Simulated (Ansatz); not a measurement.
**C₄H₉B: up Jacob's ladder to CCSD(T)**

One table from this session's results is given with a row withheld; the runs are named, their logs left out.

The runs use Ansatz 0.2.0, Gaussian basis; functionals in def2-TZVPP, the program's frozen cores in correlated methods.

The runs, in order: PBE-D4, r2SCAN-D4, PBE0-D4, B3LYP-D4, ωB97X-V, ωB97M-V, B2PLYP; CCSD(T)/def2-TZVPP; MP2/def2-QZVPP; extrapolation to the limit.

### Structure used throughout

The geometry comes from an earlier relaxation with PBE0-D4 in a triple-zeta def2 set; it is a stationary point, not always the lowest conformer.

14 atoms, charge 0, spin multiplicity 1.

Atoms are counted from 1 here; the program's logs count them from 0.

Bond lengths: B1–C2 1.762 Å, B1–C3 1.727 Å, B1–C4 1.763 Å, B1–H6 1.195 Å, B1–H7 1.191 Å, C2–C3 1.410 Å, C2–H8 1.082 Å, C2–H9 1.083 Å, C3–C4 1.410 Å, C3–C5 1.495 Å, C4–H10 1.083 Å, C4–H11 1.082 Å, C5–H12 1.090 Å, C5–H13 1.094 Å, C5–H14 1.090 Å. Angles: C2–B1–C3 47.7°, C2–B1–C4 85.2°, C2–B1–H6 119.5°, C2–B1–H7 103.0°, C3–B1–C4 47.6°, C3–B1–H6 108.1°, C3–B1–H7 131.5°, C4–B1–H6 119.4°, C4–B1–H7 102.9°, H6–B1–H7 120.4°, B1–C2–C3 64.9°, B1–C2–H8 105.3°, B1–C2–H9 121.7°, C3–C2–H8 120.5°, C3–C2–H9 117.9°, H8–C2–H9 115.9°, B1–C3–C2 67.5°, B1–C3–C4 67.5° and more.

Set-up of the first run:

The input, in.yaml:

```yaml
crystal:
  periodic: [false, false, false]
  atoms:
    - {symbol: B, position_ang: [-0.601839, -0.177272, 1.126524]}
    - {symbol: C, position_ang: [-1.127233, -0.636792, -0.491477]}
    - {symbol: C, position_ang: [0.201522, -0.173451, -0.401966]}
    - {symbol: C, position_ang: [0.982510, -0.758599, 0.615444]}
    - {symbol: C, position_ang: [0.570680, 1.164247, -0.958631]}
    - {symbol: H, position_ang: [-0.724065, 0.955897, 1.484086]}
    - {symbol: H, position_ang: [-1.006990, -1.070592, 1.802761]}
    - {symbol: H, position_ang: [-1.344398, -1.695132, -0.431283]}
    - {symbol: H, position_ang: [-1.835937, -0.039600, -1.051399]}
    - {symbol: H, position_ang: [1.895557, -0.255060, 0.907321]}
    - {symbol: H, position_ang: [0.959273, -1.827991, 0.778784]}
    - {symbol: H, position_ang: [1.265011, 1.692105, -0.304275]}
    - {symbol: H, position_ang: [1.063111, 1.007506, -1.922918]}
    - {symbol: H, position_ang: [-0.310002, 1.785533, -1.123971]}
basis:
  gaussian: {orbitals: def2-TZVPP}
hamiltonian: {xc: pbe, dispersion: d4}
output: {forces: true, orbitals: {seedname: orbitals}}
```

Run with:

```sh
$ ansatz run in.yaml --threads 4 --pin off --events-out ev --progress --plain --max-ram 10444MiB
```

Among the steps run: PBE-D4 (GGA); r2SCAN-D4 (meta-GGA); PBE0-D4 (hybrid); B3LYP-D4 (hybrid); ωB97X-V (range-separated); ωB97M-V (range-separated); B2PLYP (double hybrid); CCSD(T) in def2-TZVPP; MP2 in def2-QZVPP.

One table of the session follows, with a row left open; its other results are not shown here.

It belongs to the step «Atomisation energies». 

| method | atoms, summed (eV) | atomisation energy (eV) |
| --- | --- | --- |
| PBE-D4 | -4905.955 | 59.037 |
| r2SCAN-D4 | -4910.778 | 58.112 |
| PBE0-D4 | ? | ? |
| B3LYP-D4 | -4914.954 | 57.763 |
| ωB97X-V | -4912.868 | 57.760 |
| ωB97M-V | -4911.170 | 57.939 |
| B2PLYP | -4909.780 | 57.209 |
| HF/def2-TZVPP | -4892.622 | 43.644 |
| MP2/def2-TZVPP | -4901.001 | 57.196 |
| CCSD/def2-TZVPP | -4903.788 | 55.601 |
| CCSD(T)/def2-TZVPP | -4904.045 | 56.377 |
| MP2/CBS | -4902.410 | 58.348 |
| CCSD(T)/CBS | -4905.454 | 57.530 |

**Question.** Estimate the row for PBE0-D4.

As computed: atoms, summed (eV): -4907.549; atomisation energy (eV): 58.354. In the column «atoms, summed (eV)» it lies between B2PLYP (-4909.780) and PBE-D4 (-4905.955).
